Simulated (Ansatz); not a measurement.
Here is an Ansatz 0.2.0 calculation.

Contents of input.yaml:

```yaml
crystal:
  lattice:
    - [3.049867, 0.0, 0.0]
    - [0.0, 3.049867, 0.0]
    - [0.0, 0.0, 4.296062]
  atoms:
    - { symbol: Ta, position: [0.0, 0.0, 0.0] }
    - { symbol: V, position: [0.5, 0.5, 0.5], spin: 2.0, spin_axis: [2.0, 0.0, 0.0] }
    - { symbol: "N", position: [0.5, 0.5, 0.0] }
    - { symbol: "N", position: [0.0, 0.0, 0.5] }
hamiltonian:
  xc: pbesol
  pseudopotentials: { kind: paw_fr }
magnetization:
  noncollinear: true
  spin_orbit: true
kpoints:
  mp_grid: { grid: [9, 9, 6] }
  band_path:
    path:
      - [[0.0, 0.0, 0.0], [0.0, 0.5, 0.0], [0.5, 0.5, 0.0], [0.0, 0.0, 0.0], [0.0, 0.0, 0.5], [0.0, 0.5, 0.5], [0.5, 0.5, 0.5], [0.0, 0.0, 0.5]]
      - [[0.0, 0.5, 0.0], [0.0, 0.5, 0.5]]
      - [[0.5, 0.5, 0.0], [0.5, 0.5, 0.5]]
    npoints: 14
scf:
  occupations: { method: fermi_dirac, width: 0.05 }
  n_extra_bands: 10
output:
  forces: true
  stress: true
  eigenvalues: true
  fatbands: true
```

Potentials or basis: Ansatz PAW.

Run with:

```console
$ ansatz run input.yaml --threads 2 --pin off --max-ram 5632MiB --backend cpu --events-out ev --progress --plain --runs-dir out
```

Estimate the absolute moment.

1.03 μB per cell.

Predict the pressure.

-11.2 GPa.

Predict the band gap on the k mesh.

none (metal or under the smearing width).

Estimate the net moment.

0.91 μB per cell.

Levels at the corners of the path, in eV from the Fermi level:
```
point  band 33  band 34  band 35  band 36  band 37  band 38  band 39  band 40
    Γ    -2.83    -2.79    -1.83    -1.81    -1.71    -1.31    -1.26    -1.19
    X    -0.60     0.24     0.31     0.42     0.93     0.94     0.99     0.99
    M    -3.87    -3.87    -3.43    -3.35     0.45     0.72     0.96     0.96
    Γ    -2.83    -2.79    -1.83    -1.81    -1.71    -1.31    -1.26    -1.19
    Z    -3.99    -3.98    -2.78    -2.19    -0.26     0.22     0.22     0.30
    R     0.11     0.35     0.43     1.06     1.14     1.37     2.14     2.20
    A    -0.52    -0.52     0.28     0.28     0.63     0.63     0.72     0.81
    Z    -3.99    -3.98    -2.78    -2.19    -0.26     0.22     0.22     0.30
    X    -0.60     0.24     0.31     0.42     0.93     0.94     0.99     0.99
    R     0.11     0.35     0.43     1.06     1.14     1.37     2.14     2.20
    M    -3.87    -3.87    -3.43    -3.35     0.45     0.72     0.96     0.96
    A    -0.52    -0.52     0.28     0.28     0.63     0.63     0.72     0.81
```

Caveat: the pressure holds a Pulay correction of +0.5 GPa for the finite cutoff; the PAW data sets come from PBE, with cores solved anew for the run's functional, which leaves a small shift of forces and pressure; the thresholds are loose for stress. With open d or f shells a metallic result of PBEsol can be an artefact of self-interaction; +U or a hybrid may open a gap.
